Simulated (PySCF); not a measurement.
**ZrF2: relaxation and vibrations of the triplet**

Aim: relax ZrF2 as a triplet from a bent start, check by its vibrations whether the end is a minimum, and collect its spectrum and constants.

Method: PBE0, basis Zr def2-TZVP with ECP28, F def2-TZVP, scalar-relativistic core potentials, no spin–orbit coupling, density fitting; program: PySCF 2.14.0.

**1. The system as given**

3 atoms, charge 0, spin multiplicity 3.

Bond lengths: Zr1–F2 2.180 Å, Zr1–F3 2.180 Å. Angles: F2–Zr1–F3 110.0°.

```xyz
3
charge 0 multiplicity 3
Zr    0.0000    0.0000    0.0000
F     1.7858    0.0000    1.2504
F    -1.7858    0.0000    1.2504
```

**2. First SCF at the start**

The steps below are one call of a driver around PySCF. For each, scf.py gives the equivalent set-up of the SCF; relaxations use the driver's own optimiser. After this first run the driver tries any further starts and a stability analysis.

scf.py reads:

```python
from pyscf import gto, scf, dft
mol = gto.M(atom='''
Zr     0.000000     0.000000     0.000000
F      1.785800     0.000000     1.250400
F     -1.785800     0.000000     1.250400''',
    basis={'Zr': 'def2-TZVP', 'F': 'def2-TZVP'},
    ecp={'Zr': 'def2-TZVP'},
    charge=0, spin=2)
mf = dft.UKS(mol, xc='PBE0')
mf.grids.atom_grid = (50, 194)
aux = {'Zr': 'def2-universal-JKFIT', 'F': 'def2-universal-JKFIT'}
mf = mf.density_fit(auxbasis=aux)
mf.conv_tol = 1e-08
mf.diis_space = 10
mf.max_cycle = 60
mf.init_guess = 'minao'
mf.verbose = 4
mf.kernel()
```

Started as:

```sh
$ OMP_NUM_THREADS=4 python axn.py task.json out
```

The log of the run:

```text
init E= -240.947589201711
[... the frontier-level lines of each cycle are left out ...]
cycle= 1 E= -246.440741775841  delta_E= -5.49  |g|= 0.657  |ddm|= 3.07
cycle= 2 E= -246.321248936219  delta_E= 0.119  |g|= 0.988  |ddm|= 1.41
cycle= 3 E= -246.63004749805  delta_E= -0.309  |g|= 0.228  |ddm|= 0.674
cycle= 4 E= -246.653761017869  delta_E= -0.0237  |g|= 0.059  |ddm|= 0.282
cycle= 5 E= -246.657609163964  delta_E= -0.00385  |g|= 0.0187  |ddm|= 0.149
cycle= 6 E= -246.658937564224  delta_E= -0.00133  |g|= 0.0107  |ddm|= 0.0885
cycle= 7 E= -246.659836183524  delta_E= -0.000899  |g|= 0.00658  |ddm|= 0.0872
cycle= 8 E= -246.660450910098  delta_E= -0.000615  |g|= 0.0024  |ddm|= 0.12
cycle= 9 E= -246.660492564497  delta_E= -4.17e-05  |g|= 0.00138  |ddm|= 0.0263
cycle= 10 E= -246.66050111941  delta_E= -8.55e-06  |g|= 0.000337  |ddm|= 0.0152
cycle= 11 E= -246.660501539791  delta_E= -4.2e-07  |g|= 5.98e-05  |ddm|= 0.00378
cycle= 12 E= -246.660501547783  delta_E= -7.99e-09  |g|= 2.18e-05  |ddm|= 0.000409
Extra cycle  E= -246.660501547972  delta_E= -1.89e-10  |g|= 2.05e-05  |ddm|= 5.4e-05
converged SCF energy = -246.660501547972  <S^2> = 2.0035609  2S+1 = 3.002373
```

This step, with its further starts and checks, took 9.5 s on 4 threads of Intel Xeon 6975P-C (Granite Rapids), shared host.

The starts that the driver tried:

| start | energy (Eh) |
| --- | --- |
| the minimal-basis guess | -246.660502 |
| a thermally smeared density | -246.660502 |
| a smeared PBE density | -246.660502 |

No lower solution of this spin turned up from the other starts or in the test of internal stability.

**3. Bent start, triplet: relaxation**

The program finds C2v symmetry in the start, which this walk keeps.

Edit scf.py of step 2 so:

```diff
@@ -3,3 +3,3 @@
-Zr     0.000000     0.000000     0.000000
-F      1.785800     0.000000     1.250400
-F     -1.785800     0.000000     1.250400''',
+Zr     0.000000     0.000000    -0.371467
+F      1.785800     0.000000     0.878933
+F     -1.785800     0.000000     0.878933''',
@@ -16 +15,0 @@
-mf.init_guess = 'minao'
```

Energy and gradient, step by step:

| step | energy (Eh) | change (kJ/mol) | largest symmetric gradient (Eh/bohr) |
| --- | --- | --- | --- |
| 0 | -246.660502 | 0.00 | 0.09787 |
| 1 | -246.703669 | -113.34 | 0.05265 |
| 2 | -246.707241 | -122.71 | 0.04613 |
| 3 | -246.714729 | -142.37 | 0.01115 |
| 4 | -246.715366 | -144.05 | 0.00498 |
| 5 | -246.715683 | -144.88 | 0.00079 |
| 6 | -246.715692 | -144.90 | 0.00014 |
| 7 | -246.715692 | -144.90 | 0.00001 |

The walk took 12 s.

Positions (Å) and forces (eV/Å) along the way:

```
step 0
Zr   0.000   0.000  -0.371   0.000   0.000   5.033
F    1.786   0.000   0.879  -2.864   0.000  -2.516
F   -1.786   0.000   0.879   2.864   0.000  -2.516
step 1
Zr   0.000   0.000  -0.224   0.000   0.000   2.707
F    1.726   0.000   0.805  -1.731   0.000  -1.354
F   -1.726   0.000   0.805   1.731   0.000  -1.354
step 4
Zr   0.000   0.000  -0.077   0.000   0.000   0.256
F    1.732   0.000   0.732  -0.071   0.000  -0.128
F   -1.732   0.000   0.732   0.071   0.000  -0.128
step 7
Zr   0.000   0.000  -0.019   0.000   0.000   0.001
F    1.769   0.000   0.703  -0.001   0.000   0.000
F   -1.769   0.000   0.703   0.001   0.000   0.000
```

After 7 steps and 144.9 kJ/mol it ends at C2v: Zr–F 1.911 Å (×2); F–Zr–F 135.6°.

**4. Hessian and properties**

The point is checked on the finer grid, and tightened if its gradient asks for it. The Hessian and the dipole derivatives come from central differences of analytic gradients, with steps of 0.02 bohr.

Edit scf.py of step 3 so:

```diff
@@ -3,3 +3,3 @@
-Zr     0.000000     0.000000    -0.371467
-F      1.785800     0.000000     0.878933
-F     -1.785800     0.000000     0.878933''',
+Zr     0.000000     0.000000    -0.231760
+F      1.757004     0.000000     0.515737
+F     -1.757004     0.000000     0.515737''',
@@ -10 +10 @@
-mf.grids.atom_grid = (50, 194)
+mf.grids.atom_grid = (75, 302)
@@ -13 +13 @@
-mf.conv_tol = 1e-08
+mf.conv_tol = 1e-10
```

The driver hands on the density of the step before, so the log starts near convergence.

SCF at the final geometry:

```text
init E= -246.71548299269
[... the frontier-level lines of each cycle are left out ...]
cycle= 1 E= -246.71548299269  delta_E= -2.27e-13  |g|= 1.3e-06  |ddm|= 2.44e-06
Extra cycle  E= -246.715482992689  delta_E= 1.25e-12  |g|= 2.44e-06  |ddm|= 2.44e-06
converged SCF energy = -246.715482992689  <S^2> = 2.0025143  2S+1 = 3.0016757
```

The whole step took 32 s.

Geometry: C2v; Zr–F 1.909 Å (×2); F–Zr–F 133.9°.

Modes, for the most abundant isotopes:

```tsv
symmetry	ω (cm⁻¹)	IR (km/mol)	μ (u)
a1	118	9.0	23.06
a1	639	54.3	20.17
b2	653	193	23.98
```

All wavenumbers are real: a minimum.

Constants and moments:

- Dipole moment: 1.70 D
- Highest occupied level: -5.45 eV
- Lowest empty level: -2.46 eV
- Rotational constants: 1.13, 0.1437, 0.1275 cm⁻¹
- Zero-point energy: 8.4 kJ/mol
- Principal polarisabilities: 47.7, 73.3, 84.6 bohr³
- Atomisation energy without zero-point energy: 1263 kJ/mol
- Principal traceless quadrupole moments about the centre of mass: -9.14, 4.24, 4.91 D Å
- Entropy at 298.15 K and 1 bar (electronic part: spin only): 288.9 J/(mol K)
- Heat capacity Cp at 298.15 K: 49.2 J/(mol K)
- Enthalpy at 298.15 K above 0 K: 12.47 kJ/mol
- Rotational symmetry number: 2
- Spin squared ⟨S²⟩: 2.003

Populations by atom (charges in e):

```json
{"atom": "Zr1", "Mulliken": "0.95", "Löwdin": "0.55", "polar tensor": "1.24", "spin (Mulliken)": "2.04", "Mayer order to Zr1": "–"}
{"atom": "F2,3", "Mulliken": "-0.47", "Löwdin": "-0.27", "polar tensor": "-0.62", "spin (Mulliken)": "-0.02", "Mayer order to Zr1": "0.92"}
```

Mulliken populations on Zr1 (outside its core potential): s 2.71, p 6.20, d 2.06, f 0.08.

**5. Outcome**

| quantity | value |
| --- | --- |
| minimum | triplet, C2v |
| geometry | Zr–F 1.909 Å (×2); F–Zr–F 133.9° |
| wavenumbers (cm⁻¹) | 118 (a1), 639 (a1), 653 (b2) |
| dipole moment | 1.70 D |
| highest occupied, lowest empty level (either spin) | -5.45, -2.46 eV |
| polar-tensor charge of Zr1 | +1.24 e |
| zero-point energy | 8.4 kJ/mol |
| entropy at 298.15 K | 288.9 J/(mol K) |
| atomisation energy (no zero-point energy) | 1263 kJ/mol |
| ⟨S²⟩ | 2.003 |

In words: The bent start keeps its C2v symmetry and ends in a minimum. The strongest infrared band lies at 653 cm⁻¹ (b2, stretch). Most of the spin sits on Zr1 (Mulliken spin 2.04, against 2 for the whole molecule). Only this shape and spin were tried, so other structures or states may lie lower. Open d and f shells are described by one determinant, and the ground state may have another occupation or spin.

The search up to here took 53 s.
